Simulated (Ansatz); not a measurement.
# CH8AlBSi: the cost of one run

Program: Ansatz 0.2.0. Level of theory: RKS r2SCAN-D4/6-31G*. These are calculated values, not measurements.

## (1) The system as given

Bond lengths: B1–C2 1.532 Å, C2–Al3 1.978 Å, C2–Si4 1.907 Å, B1–H5 1.237 Å, B1–H6 1.199 Å, C2–H7 1.129 Å, Al3–H8 1.557 Å, Al3–H9 1.662 Å, Si4–H10 1.403 Å, Si4–H11 1.500 Å, Si4–H12 1.471 Å. Angles (14 of 18 angles, heavy atoms first): B1–C2–Al3 107.4°, B1–C2–Si4 113.3°, Al3–C2–Si4 108.9°, B1–C2–H7 111.2°, Al3–C2–H7 109.3°, Si4–C2–H7 106.6°, C2–B1–H5 122.1°, C2–B1–H6 122.9°, C2–Al3–H8 121.3°, C2–Al3–H9 118.5°, C2–Si4–H10 110.2°, C2–Si4–H11 105.3°, C2–Si4–H12 107.3°, H5–B1–H6 114.6°.

Coordinates:

```xyz
12

B    -1.4946    0.5696    0.3592
C     0.0245    0.3729    0.4029
Al    0.3659   -1.4328    1.1355
Si    0.8538    0.5121   -1.3083
H    -2.0964    0.8155   -0.6932
H    -2.1732    0.6247    1.3458
H     0.5173    1.1433    1.0644
H    -0.1044   -2.7137    0.3846
H     1.2381   -1.5665    2.5437
H     2.2342    0.2877   -1.1966
H     0.1736   -0.5150   -2.1637
H     0.5382    1.8469   -1.8403
```

## (2) End point A

input.yaml

```yaml
crystal:
  periodic: [false, false, false]
  atoms:
    - { symbol: B, position_ang: [-1.4946, 0.5696, 0.3592] }
    - { symbol: C, position_ang: [0.0245, 0.3729, 0.4029] }
    - { symbol: Al, position_ang: [0.3659, -1.4328, 1.1355] }
    - { symbol: Si, position_ang: [0.8538, 0.5121, -1.3083] }
    - { symbol: H, position_ang: [-2.0964, 0.8155, -0.6932] }
    - { symbol: H, position_ang: [-2.1732, 0.6247, 1.3458] }
    - { symbol: H, position_ang: [0.5173, 1.1433, 1.0644] }
    - { symbol: H, position_ang: [-0.1044, -2.7137, 0.3846] }
    - { symbol: H, position_ang: [1.2381, -1.5665, 2.5437] }
    - { symbol: H, position_ang: [2.2342, 0.2877, -1.1966] }
    - { symbol: H, position_ang: [0.1736, -0.515, -2.1637] }
    - { symbol: H, position_ang: [0.5382, 1.8469, -1.8403] }
basis:
  gaussian: { orbitals: "6-31G*" }
hamiltonian:
  xc: r2scan
  dispersion: d4
relax:
  f_tol: 0.015
  max_steps: 40
```

Run with:

```
$ ansatz run input.yaml --threads 2 --pin off --max-ram 3072MiB --backend cpu --events-out ev --progress --plain --runs-dir out
```

Q: Estimate wall time and peak memory on 2 threads of Intel Xeon Platinum 8488C (Sapphire Rapids), shared host.

About 61 s, with a peak of 0.19 GiB.
